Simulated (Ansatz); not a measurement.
BCl₂HTe, SMILES ClB(Cl)[TeH]: vertical energies of changing the electron count, run with Ansatz's Python interface.

The script, `bcl2hte.py`:
```python
"""Removing and adding an electron on BCl2HTe at fixed geometry."""

import ansatz as az

config = {
    "basis": "def2-SVPD",
    "xc": "HF",
}


def energy(molecule, charge=0, unpaired=0):
    calc = (
        molecule.calculation()
        .basis(gaussian=config["basis"])
        .functional(config["xc"])
    )
    if charge:
        calc = calc.charge(charge)
    if unpaired:
        calc = calc.spin("collinear", total=unpaired)
    return calc.run(threads=1, pin="off").report["free_energy_ev"]

geometry_ang = [
    ("Cl", [0.4381, -0.3626, 2.122]),
    ("B", [0.222, -0.516, 0.2843]),
    ("Cl", [1.5144, -1.3675, -0.6862]),
    ("Te", [-1.4519, 0.3464, -0.7679]),
    ("H", [-0.6727, 1.8261, -0.9936]),
]
mol = az.Crystal.molecule()
for symbol, xyz in geometry_ang:
    mol = mol.atom(symbol, xyz)

# delta-SCF style differences, no relaxation
parent = energy(mol, 0, 0)
cation = energy(mol, 1, 1)
print(f"E(N)   = {parent:.5f} eV")
print(f"E(N-1) = {cation:.5f} eV  (1 unpaired)")
print(f"vertical ionisation energy {cation - parent:.3f} eV")
anion = energy(mol, -1, 1)
print(f"E(N+1) = {anion:.5f} eV  (1 unpaired)")
print(f"vertical electron affinity {parent - anion:.3f} eV" + ("" if anion < parent else " (unbound in this basis)"))
print(f"fundamental gap IP - EA = {cation + anion - 2 * parent:.3f} eV")
```

What does it cost to change the electron count at this fixed geometry?

At this unrelaxed geometry removing an electron costs 8.01 eV and adding one releases 0.57 eV.

The output:

```console
$ python bcl2hte.py
E(N)   = -32953.80251 eV
E(N-1) = -32945.79432 eV  (1 unpaired)
vertical ionisation energy 8.008 eV
E(N+1) = -32954.36939 eV  (1 unpaired)
vertical electron affinity 0.567 eV
fundamental gap IP - EA = 7.441 eV
```

Reading the output:
- Total energies depend on the basis set; only differences at equal settings carry meaning.
- The geometry is a force-field or estimated start, not a minimum of this method, and the basis set is short of its limit. All parts are taken at fixed geometry, without zero-point energy. At an unrelaxed start these energies can be a whole eV from those at the minimum, and a small affinity can change sign.
- def2 sets replace the cores of elements past krypton by effective core potentials.
- Hartree-Fock leaves correlation out, so bond, atomisation and ionisation energies come out well too low.
- It ran for 9.5 s on 1 thread of Intel(R) Xeon(R) 6975P-C (Granite Rapids), on a shared host, peak memory 0.55 GiB.

(Lines on the test bed's own set-up are left out of the output.)
